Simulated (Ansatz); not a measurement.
# GeSbTe3: bands on a dense mesh

Aim: solve GeSbTe3 self-consistently, get levels and band slopes on a dense mesh, and map the Fermi surface or, if there is a gap, the valleys at its edges.

Program: Ansatz 0.2.0. Level of theory: DFT PBE, scalar-relativistic, plane waves, PAW; levels and slopes on a dense k mesh at the converged density. These are calculated values, not measurements.

**1. The structure to begin with**

The structure is trigonal, space group R3m (No. 160). Conventional cell: a = 4.207 Å, b = 4.207 Å, c = 29.614 Å, α = 90.00°, β = 90.00°, γ = 120.00°. Ge (site symmetry 3m) is surrounded by 6 Te at 2.86 to 3.14 Å. Around Sb (site symmetry 3m) lie 6 Te at 3.04 to 3.12 Å. Te (site symmetry 3m) has 3 Sb at 3.12 Å and 3 Ge at 3.14 Å as nearest neighbours. Te (site symmetry 3m) is surrounded by 3 Sb at 3.04 Å. Around Te (site symmetry 3m) lie 3 Ge at 2.86 Å.

As a file:

```
Ge Sb Te
1.0
     2.10348    1.21444    9.87146
    -2.10348    1.21444    9.87146
     0.00000   -2.42889    9.87146
Ge Sb Te
1 1 3
Cartesian
  0.0000 0.0000 17.7042
  0.0000 0.0000 11.7776
  0.0000 0.0000 29.5658
  0.0000 0.0000 23.4716
  0.0000 0.0000 6.3239
```

The structure comes from the Materials Project (structure only) and is not relaxed.

**2. Self-consistency and the dense mesh**

File input.yaml:

```yaml
crystal:
  lattice:
    - [2.10348005, 1.21444477, 9.87146259]
    - [-2.10348005, 1.21444477, 9.87146259]
    - [0.0, -2.42888955, 9.87146259]
  atoms:
    - { symbol: Ge, position: [0.597823, 0.597823, 0.597823] }
    - { symbol: Sb, position: [0.3977, 0.3977, 0.3977] }
    - { symbol: Te, position: [0.99836, 0.99836, 0.99836] }
    - { symbol: Te, position: [0.792575, 0.792575, 0.792575] }
    - { symbol: Te, position: [0.213543, 0.213543, 0.213543] }
basis:
  ecutwfc: 420
kpoints:
  mp_grid: { grid: [12, 12, 12] }
hamiltonian:
  xc: pbe
scf:
  occupations: { method: gaussian, width: 0.05 }
output:
  forces: true
  eigenvalues: true
  eigenstates:
    nscf_kmesh: { grid: [18, 18, 18] }
    top_band: c6
    de_dk: true
    localisation: true
  stress: true
checkpoint:
  write: ck
  compress: false
  write_wavefunctions: false
  write_every: 100000
```

The run is started by

```console
$ ansatz run input.yaml --threads 2 --pin off --max-ram 5120MiB --backend cpu --events-out ev --progress --plain --runs-dir out
```

The log of the run:

```text
Warning: RAYON_NUM_THREADS=2 ignored (pool sized by the plan → 2); use --threads N
basis.fft_grid_basis auto: the FFT boxes are laid along the combinations [[1, 0, -1], [0, 1, -1], [0, 0, 1]] of the cell's own vectors, 4.207, 4.207 and 10.166 Å long. The dense box has 30×30×72 points. Along the cell's own vectors, as sized, it would have 72×72×72, 5.76 times as many. Of the 6 symmetry operations that the crystal satisfies within crystal.symmetry.tolerance (time reversal apart; of a slab, those that keep its plane) the dense box along the cell's own vectors carries 6, and the one as laid loses 4 of those. basis.fft_grid_basis: typed keeps the cell's own vectors: state it where this run's energies or levels are differenced outside the engine with another run's, or held beside a run that keeps those vectors.
Engine: ansatz 0.2.0, x86_64-unknown-linux-gnu
Pseudopotentials: kind: paw
Pseudopotential: Ge, paw, valence charge 14, recommended cutoff 420 eV (normal), Ge.paw.azcp
Pseudopotential: Sb, paw, valence charge 15, recommended cutoff 420 eV (normal), Sb.paw.azcp
Pseudopotential: Te, paw, valence charge 16, recommended cutoff 420 eV (normal), Te.paw.azcp
Functional definition: PBE
  parameter kappa = 0.804
  parameter beta = 0.06672455060314922
  exchange = pbe_x(kappa = kappa, mu = beta*pi^2/3)
  correlation = pbe_c(beta = beta)
Crystal: 5 atoms, lattice volume = 151.303 Å³
Basis set: ecut = 420 eV, 2913 PW (Γ), FFT grids on a1−a3, a2−a3, a3, exchange–correlation on 60×60×144 points (8 copies of the dense FFT grid, shifted against one another)
Bands: 47, of which v1, the nominal top of the filled ones, is band 39 counted from 1 (38 counted from 0)
Symmetry: 6 space group operations
Space group: R3m (ITA 160), of the structure as read, at distance tolerance 5.3e-5 Å
k-points: 189 of 1728 (time reversal used)
Non-local potential: Ge, projectors of the file, l = 0: 2, l = 1: 2, l = 2: 3, l = 3: 1
Non-local potential: Sb, projectors of the file, l = 0: 2, l = 1: 2, l = 2: 2, l = 3: 2
Non-local potential: Te, projectors of the file, l = 0: 2, l = 1: 2, l = 2: 2, l = 3: 2
PAW form: soft (Blöchl's): semilocal exchange-correlation on the pseudo side does not see the compensation charge
PAW one-centre angular grid: Ge, 590 points (default); XC on 64 Gauss nodes
PAW one-centre angular grid: Sb, 590 points (default); XC on 64 Gauss nodes
PAW one-centre angular grid: Te, 590 points (default); XC on 64 Gauss nodes
Initial density: superposition of atomic densities (neutral atoms: chi_scale 0, normalization atom), corrected by the library's trained network
Initial wavefunctions: pseudopotential atomic-orbital guess
Functional: x = pbe(κ = 0.804, μ = 0.2195149727645171), c = pbe(β = 0.06672455060314922)
SCF iter   1: F=—  HF=-31719.658709 eV  |F-HF|=—  |Δ(HF+E_count)|=         —  Δρ=1.93e-3  dr2=1.66e-2  ethr=1.77e-3  ⟨swp⟩=9.7  Hψ=38104  notcnv=0  defer=28
preconditioner: auto → Kerker (q_TF=auto, 2.438 Å⁻¹)  [metal: Δε(μ)=0.001 eV  Ē_g=8.473 eV  σ=0.050 eV  W_gap=0.02  n_scr=42 (ndim 8)  ℏωp=15.7 eV  f_vac=0.010  D(μ)=2.28/eV (n_scr^D=4)]
SCF iter   2: F=—  HF=-31719.654094 eV  |F-HF|=—  |Δ(HF+E_count)|=   4.62e-3  Δρ=1.11e-3  dr2=7.17e-3  ethr=2.15e-5  ⟨swp⟩=2.0  Hψ=13141  notcnv=0  defer=131
SCF iter   3: F=—  HF=-31719.653506 eV  |F-HF|=—  |Δ(HF+E_count)|=   5.88e-4  Δρ=3.70e-4  dr2=3.56e-4  ethr=9.31e-6  ⟨swp⟩=2.1  Hψ=10282  notcnv=0  defer=131
SCF iter   4: F=—  HF=-31719.653387 eV  |F-HF|=—  |Δ(HF+E_count)|=   1.19e-4  Δρ=1.77e-4  dr2=1.04e-4  ethr=4.62e-7  ⟨swp⟩=2.7  Hψ=16924  notcnv=0  defer=131
SCF iter   5: F=—  HF=-31719.653385 eV  |F-HF|=—  |Δ(HF+E_count)|=   2.60e-6  Δρ=6.64e-5  dr2=1.97e-5  ethr=1.35e-7  ⟨swp⟩=2.0  Hψ=15752  notcnv=0  defer=131
SCF iter   6: F=—  HF=-31719.653384 eV  |F-HF|=—  |Δ(HF+E_count)|=   3.99e-7  Δρ=4.31e-5  dr2=7.50e-6  ethr=2.56e-8  ⟨swp⟩=2.0  Hψ=11073  notcnv=0  defer=131
SCF iter   7: F=—  HF=-31719.653380 eV  |F-HF|=—  |Δ(HF+E_count)|=   4.54e-6  Δρ=1.68e-5  dr2=1.20e-6  ethr=9.73e-9  ⟨swp⟩=2.3  Hψ=13934  notcnv=0  defer=131
SCF iter   8: F=—  HF=-31719.653382 eV  |F-HF|=—  |Δ(HF+E_count)|=   2.25e-6  Δρ=5.77e-6  dr2=1.65e-7  ethr=1.56e-9  ⟨swp⟩=2.0  Hψ=10821  notcnv=0  defer=131
SCF iter   9: F=—  HF=-31719.653382 eV  |F-HF|=—  |Δ(HF+E_count)|=   8.33e-9  Δρ=2.22e-6  dr2=1.81e-8  ethr=2.14e-10  ⟨swp⟩=2.0  Hψ=15203  notcnv=0  defer=131
SCF iter  10: F=—  HF=-31719.653382 eV  |F-HF|=—  |Δ(HF+E_count)|=   5.88e-9  Δρ=7.22e-7  dr2=2.03e-9  ethr=2.36e-11  ⟨swp⟩=2.0  Hψ=11033  notcnv=0  defer=131
SCF iter  11: F=—  HF=-31719.653382 eV  |F-HF|=—  |Δ(HF+E_count)|=  6.15e-10  Δρ=2.62e-7  dr2=2.63e-10  ethr=2.63e-12  ⟨swp⟩=2.0  Hψ=14251  notcnv=0  defer=131
SCF iter  12: F=—  HF=-31719.653382 eV  |F-HF|=—  |Δ(HF+E_count)|=  8.73e-11  Δρ=1.14e-7  dr2=3.75e-11  ethr=1.00e-12  ⟨swp⟩=2.3  Hψ=13854  notcnv=0  defer=131
SCF iter  13: F=-31719.653382 eV  HF=-31719.653382 eV  |F-HF|=3.64e-12  |Δ(HF+E_count)|=  2.18e-11  Δρ=4.29e-8  dr2=7.34e-12  ethr=1.00e-12  ⟨swp⟩=11.7  Hψ=43029  notcnv=0
SCF 1 converged in 13 iterations: F = -31719.653382 eV  dr2 = 7.34e-12
NSCF: frozen V_eff on 580 k-points
SCF converged after 13 iterations
Free energy (F): -31719.653382 eV
Harris-Foulkes:  -31719.653382 eV  (|F-HF|=3.64e-12)
Internal energy: -31719.650473 eV  (E = F + TS)
E sigma→0 (E₀):  -31719.651927 eV
Entropy (-TS):   -0.002909 eV (-0.582 meV/atom)
Fermi energy:    8.928151 eV
--- Per-component energies (eV) ---
  E_band       = -1088.957791
  E_kinetic    = 855.490911
  E_local      = -7678.818860  (includes V_loc(G=0)·N_el)
  E_nonlocal   = -154.927298
  E_hartree    = 4148.918289
  E_xc         = -585.610325
  E_vxc        = -471.300767  (∫ρ·V_xc dr)
  E_paw        = -20576.750333  (= ΣΔE_a)
  E_vpaw       = -1937.238044  (= ΣTr[D̂ρ^β])
  E_aug_tail   = -0.000253  (compensation charges beyond the density's cutoff)
  E_ewald      = -7727.952604
  E_smearing   = -0.002909  (= −TS)
  E_closure    = 0.000000  (closes the sum)
  Σ components = -31719.653382   (vs F -31719.653382, Δ=0.00e0)
--- Forces (eV/Å), atoms counted from 1 ---
  atom   1  Ge     0.00000000     0.00000000    -0.00017781
  atom   2  Sb     0.00000000    -0.00000000     0.01540445
  atom   3  Te     0.00000000     0.00000000    -0.01796077
  atom   4  Te     0.00000000     0.00000000    -0.14879490
  atom   5  Te     0.00000000    -0.00000000     0.15152899
  max |Σ_I F_I| component: 3.68e-8 eV/Å
--- Stress (GPa, compression-positive) ---
       -0.122557       0.000000       0.000000
        0.000000      -0.122557      -0.000000
        0.000000      -0.000000       0.715895
  P = ⅓ Tr σ = 0.1569 GPa (1.569 kbar)
--- Band table (eV; the first three rows and the last of 189) ---
  k-point 0: bands = ["-27.7862", "-27.7778", "-27.7778", "-27.7587", "-27.7550", "-27.7550", "-27.7490", "-27.7490", "-27.7419", "-27.7419", "-27.6354", "-27.6281", "-27.6281", "-27.6064", "-27.6064", "-20.3446", "-20.3379", "-20.3379", "-20.3333", "-20.3333", "-15.6400", "-15.6400", "-15.6390", "-15.6303", "-15.6303", "-3.8906", "-2.8638", "-2.4778", "1.2395", "2.4026", "7.1192", "7.5249", "7.5249", "7.6964", "7.7249", "7.7249", "8.3863", "8.3863", "9.6448", "10.0587", "10.0587", "10.1792", "11.6598", "11.7559", "11.7559", "13.9625", "14.7920"]
  k-point 1: bands = ["-27.7861", "-27.7778", "-27.7778", "-27.7587", "-27.7550", "-27.7549", "-27.7491", "-27.7490", "-27.7419", "-27.7418", "-27.6354", "-27.6281", "-27.6281", "-27.6063", "-27.6062", "-20.3444", "-20.3382", "-20.3379", "-20.3334", "-20.3329", "-15.6403", "-15.6400", "-15.6388", "-15.6303", "-15.6301", "-3.8255", "-2.8158", "-2.4240", "1.2043", "2.3818", "6.5270", "6.8252", "7.2307", "7.6175", "7.8543", "8.1346", "8.2017", "8.4705", "9.0755", "10.3758", "10.4764", "10.8714", "11.5152", "11.7069", "11.8659", "13.9192", "14.3530"]
  k-point 2: bands = ["-27.7860", "-27.7779", "-27.7778", "-27.7585", "-27.7549", "-27.7547", "-27.7493", "-27.7489", "-27.7419", "-27.7414", "-27.6352", "-27.6282", "-27.6281", "-27.6063", "-27.6058", "-20.3439", "-20.3389", "-20.3381", "-20.3334", "-20.3319", "-15.6409", "-15.6400", "-15.6385", "-15.6304", "-15.6296", "-3.6327", "-2.6780", "-2.2691", "1.0754", "2.2875", "5.8185", "6.0304", "6.6256", "6.8462", "7.4884", "8.2336", "8.2479", "8.5024", "9.1180", "10.6468", "10.8389", "11.0074", "11.7446", "11.7471", "12.6657", "13.4328", "14.4357"]
  k-point 188: bands = ["-27.7862", "-27.7778", "-27.7778", "-27.7587", "-27.7550", "-27.7550", "-27.7490", "-27.7490", "-27.7419", "-27.7419", "-27.6354", "-27.6281", "-27.6281", "-27.6064", "-27.6064", "-20.3446", "-20.3379", "-20.3379", "-20.3333", "-20.3333", "-15.6400", "-15.6400", "-15.6390", "-15.6303", "-15.6303", "-3.6930", "-3.4358", "-1.8988", "0.5290", "3.2114", "6.2453", "7.4926", "7.4926", "7.8882", "7.8882", "8.1596", "8.1596", "8.4053", "9.2818", "10.4535", "10.4535", "10.5056", "11.3202", "11.3202", "11.5499", "13.8950", "14.8409"]
--- Fermi surface from the table of eigenstates, both spin states counted (twice the sheets' area in a run without spin) ---
  How far the three rows differ hints at the mesh's error and does not bound it.
  reading                E - E_F (eV)   area (Å⁻²)  resistivity times mean free path along x, y, z (Ω·m²), under one mean free path over the surface
  by tetrahedra               -0.0239       22.208  1.4398e-15  1.4398e-15  1.2655e-15
  by the states' slopes        0.0031       20.298  1.4948e-15  1.4948e-15  1.5292e-15
  on every second point       -0.0535       22.349  1.7138e-15  1.7138e-15  9.7452e-16
```

Wall time 2.1 min (2 threads of Intel Xeon 6975P-C (Granite Rapids), shared host); peak memory 1.9 GiB.

**3. What the table of eigenstates holds**

Levels at named points, in eV from the Fermi level, on the 18×18×18 mesh:

```tsv
band	Γ	T	L	F	lowest	highest
37	-0.53	-0.75	-2.18	-1.28	-2.18	-0.15
38	-0.53	-0.51	-0.63	-1.24	-1.41	0.22
39	0.73	0.37	0.18	-0.45	-0.97	0.73
```

**4. The Fermi surface**

Band 38: one open hole tube parallel to Γ–T (the connections change within 0.03 eV of this level, so parts may join or part at narrow necks); mean Fermi speed 6.8 × 10⁵ m/s; weight Te (75 %), Sb (14 %) and Ge (12 %).
Band 39: a multiply connected open sheet, with filled and empty regions both running through the repeated zones in all directions (the band is filled at F and empty at Γ, T and L).

The sheets in more detail.

Band 38: Te (75 %), Sb (14 %) and Ge (12 %). Band 39: Te (74 %), Ge (15 %) and Sb (11 %).

In a rigid-band picture, lowering the level by 0.25 eV removes 0.91 electrons a cell and raising it adds 0.70; the density of states goes from 3.1 through 3.5 to 1.5 states/eV.

**5. What came out**

| quantity | value |
| --- | --- |
| bands with resolved sheets at the Fermi level | 2 |
| density of states at the Fermi level | 3.5 states/eV per cell |
| intraband plasma frequencies, principal values in rising order | 3.7, 3.7 and 3.7 eV |

Two bands cross the Fermi level with sheets large enough to resolve; this is a three-dimensional metal. Band 39 adds most to the density of states (2.9 states/eV), with a mean Fermi speed of 5.6 × 10⁵ m/s. Spin-orbit coupling is left out; with Sb and Te it can split, shift or remove sheets. Necks and pockets thinner than about two mesh steps aren't resolved. Spin-orbit coupling is left out for Sb, Te.
